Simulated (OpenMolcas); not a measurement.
# Fe³⁺ among point charges: CASSCF and CASPT2 levels and susceptibility

How does a field of 2 point charges split the states of Fe³⁺, and what χT follows?

Program: OpenMolcas 26.06. Level of theory: state-averaged CASSCF and CASPT2, spin-orbit coupling by RASSI with atomic mean-field integrals. These are calculated values, not measurements, unless marked.

## 1. What is computed

* Species: Fe³⁺ (iron, Z = 26, 23 electrons)
* Basis: ANO-RCC-VTZP [6s5p3d2f1g], 59 functions
* Scalar Hamiltonian: DKH2, point nucleus
* Inactive shells: 1s 2s 2p 3s 3p
* Active space: 5 electrons in 5 orbitals (3d)
* Some configurations of this space: 3d5
* Orbitals: optimised for each spin and parity, averaged over all roots

The outer shells:

3d5
```
3d [↑ ][↑ ][↑ ][↑ ][↑ ]
```

The ion sits among 2 point charges of -1.6 e arranged as a linear pair (D∞h), 1.97 Å from the ion.

The work runs as a chain of OpenMolcas steps in one folder; each step below is one input file. Labels, J, g values, rates, χT and fits are worked out afterwards by a script from the matrices that RASSI stores. The input lists half of the charges; inversion (Group=XYZ) makes the rest.

## 2. GATEWAY and SEWARD: basis and integrals

a.inp

```
&GATEWAY
Coord
1

Fe 0.0 0.0 0.0
Basis=ANO-RCC-VTZP
Group=XYZ
NoMove
AngMom=0.0 0.0 0.0
AMFI
XField
1 Angstrom 0
0.000000 0.000000 1.970000 -1.600000
&SEWARD
```

Launch:

```sh
$ OMP_NUM_THREADS=1 MOLCAS_MEM=1689 MOLCAS_PROJECT=a pymolcas a.inp > a.log
```

## 3. Reference wave functions, sextets of even parity, 1 root

a.inp

```
&RASSCF
FileOrb=start.orb
Symmetry=1
Spin=6
nActEl=5 0 0
Inactive=3 6
Ras2=5 0
CIRoot=1 1 1
SDav=1
CIMx=300
Iter=120 100
PrWF=0.3
OrbListing=Nothing
MaxOrb=0
>>> COPY $Project.JobIph JOB001
```

start.orb holds the contracted functions of the basis, ordered by shell, or the orbitals of the step before.

## 4. Reference wave functions, quartets of even parity, 24 roots

a.inp

```
&RASSCF
FileOrb=start.orb
Symmetry=1
Spin=4
nActEl=5 0 0
Inactive=3 6
Ras2=5 0
CIRoot=24 24 1
SDav=24
CIMx=300
Iter=120 100
PrWF=0.3
OrbListing=Nothing
MaxOrb=0
>>> COPY $Project.JobIph JOB002
```

## 5. CASSCF: doublets of even parity, 75 roots

a.inp

```
&RASSCF
FileOrb=start.orb
Symmetry=1
Spin=2
nActEl=5 0 0
Inactive=3 6
Ras2=5 0
CIRoot=75 75 1
SDav=75
CIMx=300
Iter=120 100
PrWF=0.3
OrbListing=Nothing
MaxOrb=0
>>> COPY $Project.JobIph JOB003
```

## 6. RASSI: spin-orbit coupling between the states

a.inp

```
&RASSI
NrOfJobIphs=3 1 24 75
1
1 2 3 4 5 6 7 8 9 10 11 12 13 14 15 16 17 18 19 20 21 22 23 24
1 2 3 4 5 6 7 8 9 10 11 12 13 14 15 16 17 18 19 20 21 22 23 24 25 26 27
28 29 30 31 32 33 34 35 36 37 38 39 40 41 42 43 44 45 46 47 48 49 50 51
52 53 54 55 56 57 58 59 60 61 62 63 64 65 66 67 68 69 70 71 72 73 74 75
IphNames
JOB001
JOB002
JOB003
EJob
SpinOrbit
DIPRint=1.0
SOCoupling=1000.0
Subsets=2
Property=9
'ANGMOM' 1 'ANGMOM' 2 'ANGMOM' 3 'MLTPL  1' 1 'MLTPL  1' 2 'MLTPL  1' 3
'AMFI' 1 'AMFI' 2 'AMFI' 3
SOProperty=3
'ANGMOM' 1 'ANGMOM' 2 'ANGMOM' 3
```

## 7. CASPT2: IPEA 0.25, imaginary shift 0.1 (closed shells correlated: 3s 3p)

a.inp

```
>>> COPY JOB001 $Project.JobIph
&CASPT2
Multistate=1 1
Frozen=2 3
IPEA=0.25
Imaginary=0.1
MaxIter=60
WThr=0.0 0.3 0.05
PrWF=0.5
NoMix
>>> COPY JOB002 $Project.JobIph
&CASPT2
Multistate=24 1 2 3 4 5 6 7 8 9 10 11 12 13 14 15 16 17 18 19 20 21 22
23 24
NoMult
Frozen=2 3
IPEA=0.25
Imaginary=0.1
MaxIter=60
WThr=0.0 0.3 0.05
PrWF=0.5
NoMix
>>> COPY JOB003 $Project.JobIph
&CASPT2
Multistate=75 1 2 3 4 5 6 7 8 9 10 11 12 13 14 15 16 17 18 19 20 21 22
23 24 25 26 27 28 29 30 31 32 33 34 35 36 37 38 39 40 41 42 43 44 45 46
47 48 49 50 51 52 53 54 55 56 57 58 59 60 61 62 63 64 65 66 67 68 69 70
71 72 73 74 75
NoMult
Frozen=2 3
IPEA=0.25
Imaginary=0.1
MaxIter=60
WThr=0.0 0.3 0.05
PrWF=0.5
NoMix
```

(Steps that only read results are left out.)

Before running it: what results should come out? Wanted: spin-free ground state; lowest level; next level.

As calculated:

| quantity | value |
| --- | --- |
| method | SS-CASPT2, IPEA 0.25, imaginary shift 0.1 (closed shells correlated: 3s 3p) |
| spin-free ground state | 6Sigma, 1-fold in its orbital part |
| lowest level | 2-fold, g = 0.00, 0.00, 10.01 |
| next level | 0.6 cm⁻¹ |
| χT at 300 K | 4.39 cm³ K/mol |
| effective moment at 300 K | 5.92 μB |

Cost by method:

```csv
method,time of its own steps,time with the reference
A. CASSCF,24 s,24 s
"B. SS-CASPT2, IPEA 0.25, imaginary shift 0.1, +3s 3p",13 s,37 s
```

Times are of one thread on a shared host.

**Reading.** The spin-free ground state (6Sigma) comes to 100 % from free-ion S terms and keeps the highest spin of the shell. χT at 300 K is 4.39, against 4.39 cm³ K/mol for the spin alone, as a half-filled shell (L = 0) has no orbital moment. An active space of the d shell alone favours high spin; real ions in strong fields can be low spin. CASPT2 does not keep the components of a term degenerate, and the means are used. The field of point charges can differ much from that of real complexes. With metal d orbitals alone active, the gaps between spin states are rough; where two lie within a few thousand cm-1, their order is open. This is an electrostatic model: the charges have no orbitals.
